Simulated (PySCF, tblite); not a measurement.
# C6H2BF2S radical: geometry, infrared bands and EPR parameters

Wanted: the infrared bands and EPR parameters of C6H2BF2S radical (`FB(F)C#Cc1c[c]cs1`), by calculation.

The runs use tblite 0.8.0 and PySCF 2.14.0, with density-fitted response routines of our own; the level of theory stands in each step. All values are computed, except where a source is named. Atoms are numbered from 0 throughout.

**1. The molecule as given**

12 atoms, charge 0, multiplicity 2; geometry from: force field or distance geometry start.

Bonds of the start (Å): F0–B1 1.46, B1–F2 1.44, B1–C3 1.53, C3–C4 1.20, C4–C5 1.44, C5–C6 1.39, C6–C7 1.39, C7–C8 1.40, C8–S9 1.67, S9–C5 1.67, C6–H10 1.08, C8–H11 1.09.

**2. Optimising the geometry with GFN2-xTB**

Job settings and geometry (Å):

```
{"job": {"kind": "relax", "xc": "GFN2-xTB", "basis": "xTB"}, "charge": 0, "multiplicity": 2}
F      4.216700    -0.841600     0.896600
B      3.301800    -1.207300    -0.177100
F      3.791900    -2.021000    -1.264100
C      1.858300    -0.699400    -0.166300
C      0.720000    -0.311700    -0.142900
C     -0.639600     0.162300    -0.144000
C     -1.199500     0.979700     0.824000
C     -2.538600     1.286300     0.584100
C     -3.019500     0.697200    -0.588200
S     -1.791300    -0.186200    -1.304000
H     -0.664300     1.340800     1.690200
H     -4.034600     0.800200    -0.969600
```

The run is started by

```
OMP_NUM_THREADS=1 python probes_run.py task.json out
```

This one command runs all jobs of the session in turn.

**Question.** This job is followed by: GFN2-xTB harmonic vibrations, gas phase; UKS B3LYP, pcH-1 on B C F H S, non-relativistic, mean-field spin-orbit, GIAO. Predict these results of the whole session: strongest single infrared mode (GFN2-xTB); zero-point energy (GFN2-xTB); g(iso) (B3LYP); ⟨S²⟩; largest a(iso) (averaged by class); potential on the surface of density 0.002 e/bohr³, 1st and 99th percentile.

As calculated:

| quantity | value |
| --- | --- |
| strongest single infrared mode (GFN2-xTB) | 1275 cm⁻¹, 568 km/mol |
| zero-point energy (GFN2-xTB) | 38.5 kcal/mol |
| g(iso) (B3LYP) | 2.00119 |
| ⟨S²⟩ | 0.757 (exact 0.75) |
| largest a(iso) (averaged by class) | 13C on C7, 431.4 MHz |
| potential on the surface of density 0.002 e/bohr³, 1st and 99th percentile | -0.79 V and 1.65 V |

In words: Relaxing lowered the energy by 0.925 eV in 29 steps; the close pair that moved most is F0–B1, from 1.457 to 1.320 Å. All 30 modes are real, so the xTB geometry is a minimum. The strongest single mode, at 1275 cm⁻¹, has its largest shares on B1, C5 and C6 (the list is cut at 3 atoms). Unscaled tight-binding wavenumbers are off by several per cent, some by more. Its intensities can rank the bands wrongly. Most of the unpaired spin sits on C7 (0.97 e). The isotropic g lies 1.1 ppt below the free-electron value. The conformer search found further structures of the same energy, which may be mirror or relabelled copies of this one.
